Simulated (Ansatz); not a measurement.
**AuF (SMILES [F][Au]): single points off equilibrium**

The task here is to estimate one member of a computed series from the others.

Computed with Ansatz 0.2.0, Gaussian basis. Level: single points in def2-TZVPP.

Correlated methods freeze the cores. Filled d shells of the heavier atoms are correlated. Core potentials replace the inner electrons past krypton, and spin-orbit coupling is left out.

## Where the work starts

SMILES `[F][Au]`, 2 atoms, charge 0, spin multiplicity 1.

Atoms are counted from 1 here; the program's logs count them from 0.

Bond lengths: F1–Au2 1.942 Å.

Geometry (Å):

```
F     0.8396   -0.3290    0.4225
Au   -0.8020    0.2733   -0.4213
```

Set-up of the first run:

File run/in.yaml:

```yaml
crystal:
  periodic: [false, false, false]
  atoms:
    - {symbol: F, position_ang: [0.839600, -0.329000, 0.422500]}
    - {symbol: Au, position_ang: [-0.802000, 0.273300, -0.421300]}
basis:
  gaussian: {orbitals: def2-TZVPP}
correlation: {method: ccsd_t}
output: {forces: true}
```

The command line of these runs was not kept.

Among the steps run: CCSD(T)/def2-TZVPP; PBE0-D4/def2-TZVPP; wB97M-V/def2-TZVPP; r2SCAN-D4/def2-TZVPP; PBE-D4/def2-TZVPP; r2SCANh-D4/def2-TZVPP; wB97X-V/def2-TZVPP.

One table of the session follows, with a row left open; its other results are not shown here.

```
    method  RMS force component (eV/Å)  angle to CCSD(T) forces (°)  dipole (D)
   CCSD(T)                       0.076                    reference        4.49
   PBE0-D4                           ?                            ?           ?
   wB97M-V                       0.088                        180.0        4.65
 r2SCAN-D4                       0.206                          0.0        3.94
    PBE-D4                       0.028                        180.0        3.68
r2SCANh-D4                       0.222                          0.0        4.15
   wB97X-V                       0.012                        180.0        4.66
```

Estimate the missing values for PBE0-D4.

The run gave: RMS force component (eV/Å): 0.091; angle to CCSD(T) forces (°): 0.0; dipole (D): 4.31. In the column «RMS force component (eV/Å)» it lies between wB97M-V (0.088) and r2SCAN-D4 (0.206).
